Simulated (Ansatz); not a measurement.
# Mn (Mn, simple cubic): the cost of one run

Computed with Ansatz 0.2.0 (DFT PBEsol, plane waves (420 eV) with PAW, scalar-relativistic; PAW files made under PBE, frozen cores solved again for the functional, unless a step says otherwise).

## (1) Starting point

It takes space group Pm-3m (No. 221, cubic). Conventional cell: a = 2.332 Å, b = 2.332 Å, c = 2.332 Å, α = 90.00°, β = 90.00°, γ = 90.00°. Mn (site symmetry m-3m) has 6 Mn at 2.33 Å as nearest neighbours.

Structure file:

```
Mn
1.0
     2.33246    0.00000    0.00000
     0.00000    2.33246    0.00000
     0.00000    0.00000    2.33246
Mn
1
Direct
  0.00000 0.00000 0.00000
```

Starting moments (μB): +3.

## (2) Relaxing cell and atoms

The input, input.yaml:

```yaml
crystal:
  lattice:
    - [2.3324620846, 0.0, 0.0]
    - [0.0, 2.3324620846, 0.0]
    - [0.0, 0.0, 2.3324620846]
  atoms:
    - { symbol: Mn, position: [0.0, 0.0, 0.0], spin: 3.0 }
hamiltonian:
  xc: pbesol
  pseudopotentials:
    kind: paw
    azcp:
      Mn: "pseudopotentials/Mn.paw.azcp"
basis:
  ecutwfc: 420
  fft_grid_basis: typed
kpoints:
  mp_grid: { grid: [13, 13, 13], shift: [0, 0, 0] }
magnetization:
  spin_polarized: true
scf:
  occupations: { method: fermi_dirac, width: 0.05 }
relax:
  max_steps: 60
  f_tol: 0.01
  cell: {}
```

Launch:

```console
$ ansatz run input.yaml --threads 2 --pin off --max-ram 5120MiB --backend cpu --events-out ev --progress --plain --runs-dir out
```

Q: Estimate wall time and peak memory on 2 threads of Arm Neoverse V2, shared host.

About 6.8 s, with a peak of 0.27 GiB.
